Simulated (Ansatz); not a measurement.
Wanted: the native input for an Ansatz 0.2.0 run.

```yaml
Task: single point
Functional: PBE
Potentials_or_basis: Ansatz NC
Cutoff: "1240 eV (not typed: the program's choice for these potentials)"
k_mesh: 4 × 4 × 4
Occupations: fermi-dirac, width 0.05 eV
Spin: collinear spin, ferromagnetic start
Starting_moments: "[0.0, 0.0, 2.0, 2.0, 2.0, 0.0, 0.0, 0.0, 0.0, 0.0, 0.0, 0.0, 0.0, 0.0, 0.0, 0.0, 0.0, 0.0, 0.0, 0.0, 0.0, 0.0] μB"
```

The system is Ba2Tl5V3O12.

```
Ba V Tl O
1.0
     4.23698    2.44622    6.12840
    -4.23698    2.44622    6.12840
     0.00000   -4.89244    6.12840
Ba V Tl O
2 3 5 12
Direct
  0.50000 0.50000 0.50000
  0.00000 0.00000 0.00000
  0.50000 0.50000 0.00000
  0.00000 0.50000 0.50000
  0.50000 0.00000 0.50000
  0.00000 0.00000 0.50000
  0.50000 0.00000 0.00000
  0.00000 0.50000 0.00000
  0.74045 0.74045 0.74045
  0.25955 0.25955 0.25955
  0.71652 0.08089 0.41242
  0.41242 0.71652 0.08089
  0.08089 0.41242 0.71652
  0.58757 0.91911 0.28348
  0.91911 0.28348 0.58757
  0.28348 0.58757 0.91911
  0.28348 0.91911 0.58757
  0.58757 0.28348 0.91911
  0.91911 0.58757 0.28348
  0.41242 0.08089 0.71652
  0.08089 0.71652 0.41242
  0.71652 0.41242 0.08089
```

The cell was built by a generator and needn't be a form met in nature.

These files were run (other wordings do the same):

input.yaml

```yaml
crystal:
  lattice:
    - [4.23698, 2.44622, 6.1284]
    - [-4.23698, 2.44622, 6.1284]
    - [0.0, -4.89244, 6.1284]
  atoms:
    - { symbol: Ba, position: [0.5, 0.5, 0.5] }
    - { symbol: Ba, position: [0.0, 0.0, 0.0] }
    - { symbol: V, position: [0.5, 0.5, 0.0], spin: 2.0 }
    - { symbol: V, position: [0.0, 0.5, 0.5], spin: 2.0 }
    - { symbol: V, position: [0.5, 0.0, 0.5], spin: 2.0 }
    - { symbol: Tl, position: [0.0, 0.0, 0.5] }
    - { symbol: Tl, position: [0.5, 0.0, 0.0] }
    - { symbol: Tl, position: [0.0, 0.5, 0.0] }
    - { symbol: Tl, position: [0.74045, 0.74045, 0.74045] }
    - { symbol: Tl, position: [0.25955, 0.25955, 0.25955] }
    - { symbol: O, position: [0.71652, 0.08089, 0.41242] }
    - { symbol: O, position: [0.41242, 0.71652, 0.08089] }
    - { symbol: O, position: [0.08089, 0.41242, 0.71652] }
    - { symbol: O, position: [0.58757, 0.91911, 0.28348] }
    - { symbol: O, position: [0.91911, 0.28348, 0.58757] }
    - { symbol: O, position: [0.28348, 0.58757, 0.91911] }
    - { symbol: O, position: [0.28348, 0.91911, 0.58757] }
    - { symbol: O, position: [0.58757, 0.28348, 0.91911] }
    - { symbol: O, position: [0.91911, 0.58757, 0.28348] }
    - { symbol: O, position: [0.41242, 0.08089, 0.71652] }
    - { symbol: O, position: [0.08089, 0.71652, 0.41242] }
    - { symbol: O, position: [0.71652, 0.41242, 0.08089] }
hamiltonian:
  xc: pbe
  pseudopotentials: { kind: nc }
magnetization:
  spin_polarized: true
kpoints:
  mp_grid: { grid: [4, 4, 4] }
scf:
  occupations: { method: fermi_dirac, width: 0.05 }
output:
  forces: true
  stress: true
  eigenvalues: true
```

Potentials or basis: Ansatz NC.

Command:

```bash
$ ansatz run input.yaml --threads 8 --pin off --max-ram 20480MiB --backend cpu --events-out ev --progress --plain --runs-dir out
```

It gave:

| Quantity | Value |
| --- | --- |
| Pressure | 0.0 GPa |
| Largest force | 0.018 eV/Å |
| Band gap on the k mesh | none (metal or under the smearing width) |
| Net moment | 1.10 μB per cell |
| Absolute moment | 1.65 μB per cell |
| Site moments | Ba +0.00, -0.00; V +0.24; Tl -0.00, +0.02; O -0.02 μB |

Caveat: semilocal functionals often make such compounds metallic where correlation or magnetic order opens a gap, which also shifts bond lengths.

It took 4.8 min on 8 threads of AMD EPYC 7R43 64-Core Processor (Zen 3), with other jobs on the host, peak memory 10 GiB.
